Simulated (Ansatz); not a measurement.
# K3RuO3: the cost of one run

Computed with Ansatz 0.2.0 (DFT PBE, scalar-relativistic, plane waves, PAW, unless a step names another level, unless a step's input says otherwise).

3 further runs of the same task are left out: 3 that didn't finish.

## Step 1: The system as given

It takes space group Cmcm (No. 63, orthorhombic). The conventional cell has a = 9.288 Å, b = 11.174 Å, c = 5.580 Å, α = 90.00°, β = 90.00°, γ = 90.00°. Around K (site symmetry m2m) lie 5 O at 2.69 to 2.99 Å. Around K (site symmetry m) lie 5 O at 2.73 to 3.00 Å. Around Ru (site symmetry m2m) lie 3 O at 1.82 to 1.89 Å. Around O (site symmetry m2m) lie 1 Ru at 1.89 Å and 5 K at 2.69 to 2.80 Å. Around O (site symmetry m) lie 1 Ru at 1.82 Å.

As a file:

```
K Ru O
1.0
     4.64384   -5.58695    0.00000
     4.64384    5.58695    0.00000
     0.00000    0.00000    5.57983
K Ru O
6 2 6
Cartesian
  4.6438 -1.2033 1.3950
  4.6438 1.2033 4.1849
  1.9178 -1.2900 4.1849
  1.9178 1.2900 1.3950
  7.3699 1.2900 1.3950
  7.3699 -1.2900 4.1849
  4.6438 3.3725 1.3950
  4.6438 -3.3725 4.1849
  4.6438 1.4853 1.3950
  1.6652 -1.4874 1.3950
  7.6224 -1.4874 1.3950
  4.6438 -1.4853 4.1849
  7.6224 1.4874 4.1849
  1.6652 1.4874 4.1849
```

It came out lowest among 15 distinct ends of the trial cells. At a tolerance of 0.02 Å it has space group Cmcm (No. 63). Site moments: 0.0 0.0 0.0 0.0 0.0 0.0 0.5 0.5 0.0 0.1 0.1 0.0 0.1 0.1 μB.

## Step 2: Kick test: the unmoved cell on a coarse mesh

Input file input.yaml:

```yaml
crystal:
  lattice:
    - [0.0, 0.0, 5.5798338115]
    - [4.6438424626, -5.5869497477, 0.0]
    - [4.6438424626, 5.5869497477, 0.0]
  atoms:
    - { symbol: K, position: [0.25, 0.6076911055, 0.3923088945] }
    - { symbol: K, position: [0.75, 0.3923088945, 0.6076911055] }
    - { symbol: K, position: [0.75, 0.3219317863, 0.0910427355] }
    - { symbol: K, position: [0.25, 0.0910427355, 0.3219317863] }
    - { symbol: K, position: [0.25, 0.6780682137, 0.9089572645] }
    - { symbol: K, position: [0.75, 0.9089572645, 0.6780682137] }
    - { symbol: Ru, position: [0.25, 0.1981823566, 0.8018176434], spin: 0.51 }
    - { symbol: Ru, position: [0.75, 0.8018176434, 0.1981823566], spin: 0.51 }
    - { symbol: O, position: [0.25, 0.3670763837, 0.6329236163] }
    - { symbol: O, position: [0.25, 0.3124056374, 0.0461865062], spin: 0.14 }
    - { symbol: O, position: [0.25, 0.9538134938, 0.6875943626], spin: 0.14 }
    - { symbol: O, position: [0.75, 0.6329236163, 0.3670763837] }
    - { symbol: O, position: [0.75, 0.6875943626, 0.9538134938], spin: 0.14 }
    - { symbol: O, position: [0.75, 0.0461865062, 0.3124056374], spin: 0.14 }
basis:
  ecutwfc: 420
kpoints:
  mp_grid: { grid: [4, 2, 2] }
hamiltonian:
  xc: pbe
scf:
  occupations: { method: gaussian, width: 0.1 }
  lower_state_search: "off"
output:
  forces: true
  stress: true
  eigenvalues: true
  populations: true
magnetization:
  spin_polarized: true
```

Command:

```bash
> ansatz run input.yaml --threads 1 --pin off --max-ram 2560MiB --backend cpu --events-out ev --progress --plain --runs-dir out
```

**Question.** How long does this run take on 1 thread of Intel Xeon 6975P-C (Granite Rapids), shared host, and how much memory does it need?

About 22 s, with a peak of 0.77 GiB.
